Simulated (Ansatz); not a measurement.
# HfCl (sextet): the correlation ladder at distance Hf1–Cl2 = 5.888 Å, def2-SVP

The task here is to estimate one member of a computed series from the others.

The runs use Ansatz 0.2.0, Gaussian basis; def2-SVP, core rule «outside noble gas», up to 9 orbitals frozen.

The runs, in order: UHF; CCSD(T) on ROHF; CCSD(T) on UHF; CISD; CCSDT(Q) on ROHF; CCSDT(Q) on UHF; CASSCF and MRCISD+Q, 7 electrons in 7 orbitals; CASSCF and NEVPT2, 7 electrons in 7 orbitals.

45 further runs of the same task are left out: 22 for a known fault of the program, 2 for a mislabelled method, 17 that didn't finish, 4 set aside as unsound or not needed.

## The system

The geometry derives from a PBE0/def2-TZVP stationary point (not a proven minimum). One bond is set to the value named and the two fragments are kept rigid. No spin-orbit coupling is included. Elements past krypton take def2 core potentials.

2 atoms, charge 0, spin multiplicity 6.

Atoms are counted from 1 here; the program's logs count them from 0.

No contacts short enough for the rule that draws bonds.

The first run:

Input file in.yaml:

```yaml
crystal:
  periodic: [false, false, false]
  atoms:
    - {symbol: Hf, position_ang: [0.000000, 0.000000, 0.000000]}
    - {symbol: Cl, position_ang: [0.000000, 0.000000, 5.888000]}
basis:
  gaussian: {orbitals: def2-SVP}
magnetization: {spin_polarized: true, initial_magnetization: 5}
hamiltonian: {xc: hf}
output: {orbitals: {seedname: orbitals}}
```

On the command line:

```
$ ansatz run in.yaml --threads 1 --pin off --events-out ev --progress --plain --max-ram 2393MiB
```

Steps of the session up to this table: UHF; CCSD(T) on ROHF; CCSD(T) on UHF; CISD; CCSDT(Q) on ROHF; CCSDT(Q) on UHF; CASSCF and MRCISD+Q, 7 electrons in 7 orbitals; CASSCF and NEVPT2, 7 electrons in 7 orbitals.

One of the session's tables, all rows but one given; the rest of the session is left out.

| method | from RCCSDT(Q) (kJ/mol) |
| --- | --- |
| ROHF | ? |
| UHF | +393.4 |
| RMP2 | +64.2 |
| UMP2 | +55.1 |
| CISD | +24.8 |
| RCCSD | +4.9 |
| UCCSD | -5.6 |
| RCCSD(T) | +1.2 |
| UCCSD(T) | -9.1 |
| RCCSDT | +0.3 |
| UCCSDT | -9.9 |
| RCCSDT(Q) | 0 |
| UCCSDT(Q) | -10.2 |
| CASSCF pair | +385.6 |
| NEVPT2 pair | +70.9 |
| MRCISD pair | +22.2 |
| MRCISD+Q pair | -0.6 |

Q: Estimate the row for ROHF from the others.

**Answer.** from RCCSDT(Q) (kJ/mol): +414.8. In the column «from RCCSDT(Q) (kJ/mol)» it is the highest.

Limits of these values: Restricted and unrestricted rows rest on different reference determinants; where their highest levels disagree by more than a few hundredths of an eV, they describe different states and don't form one ladder.
